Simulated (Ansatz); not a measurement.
# Zn3CdTe4: the cost of one run

Method: DFT PBE, scalar-relativistic, plane waves, PAW, in Ansatz 0.2.0.

2 further runs of the same task are left out: 2 that didn't finish. Runs told in other sessions of the task aren't counted.

**1. Starting point**

Symmetry: P-4m2, No. 115, tetragonal system. The conventional cell has a = 4.441 Å, b = 4.441 Å, c = 12.615 Å, α = 90.00°, β = 90.00°, γ = 90.00°. Around Zn (site symmetry 2mm) lie 4 Te at 2.68 to 2.69 Å. Zn (site symmetry -4m2) is surrounded by 4 Te at 2.69 Å. Cd (site symmetry -4m2) has 4 Te at 2.84 Å in its first shell of neighbours. Around Te (site symmetry 2mm) lie 4 Zn at 2.69 Å. Te (site symmetry 2mm) has 2 Zn at 2.68 Å and 2 Cd at 2.84 Å in its first shell of neighbours.

Coordinates:

```
CELL_PARAMETERS angstrom
4.44089 0.00000 0.00000
0.00000 4.44089 0.00000
0.00000 0.00000 12.61477
ATOMIC_POSITIONS crystal
Zn 0.00000 0.00000 0.75958
Zn 0.50000 0.50000 0.00000
Zn 0.00000 0.00000 0.24042
Cd 0.50000 0.50000 0.50000
Te 0.50000 0.00000 0.87982
Te 0.00000 0.50000 0.12018
Te 0.50000 0.00000 0.35990
Te 0.00000 0.50000 0.64009
```

It is the end of an earlier relaxation with the same method, from a generated guess; it is a trial structure. At a tolerance of 0.02 Å it has space group P-4m2 (No. 115); it has 31.10 Å³/atom, an uncorrected energy of -0.46 eV/atom over the elements and, on its mesh, gap 0.88 eV.

**2. The cell scaled to 0.97 of its volume**

File input.yaml:

```yaml
crystal:
  lattice:
    - [4.3960270824, 0.0, 0.0]
    - [0.0, 4.3960270824, 0.0]
    - [0.0, 0.0, 12.4873372896]
  atoms:
    - { symbol: Zn, position: [0.0, 0.0, 0.75958] }
    - { symbol: Zn, position: [0.5, 0.5, 0.0] }
    - { symbol: Zn, position: [0.0, 0.0, 0.24042] }
    - { symbol: Cd, position: [0.5, 0.5, 0.5] }
    - { symbol: Te, position: [0.5, 0.0, 0.879821] }
    - { symbol: Te, position: [0.0, 0.5, 0.120179] }
    - { symbol: Te, position: [0.5, 0.0, 0.359905] }
    - { symbol: Te, position: [0.0, 0.5, 0.640095] }
basis:
  ecutwfc: 420
kpoints:
  mp_grid: { grid: [6, 6, 2] }
hamiltonian:
  xc: pbe
scf:
  occupations: { method: gaussian, width: 0.02 }
output:
  forces: true
  stress: true
  eigenvalues: true
relax:
  adjacent_minimum: "off"
  f_tol: 0.01
  max_steps: 30
  cell: { stress_tol: 0.1, fix: [volume] }
```

Launch:

```bash
ansatz run input.yaml --threads 4 --pin off --max-ram 8192MiB --backend cpu --events-out ev --progress --plain --runs-dir out
```

**Question.** How long does this run take on 4 threads of Arm Neoverse V2, shared host, and how much memory does it need?

About 28 s, with a peak of 0.81 GiB.
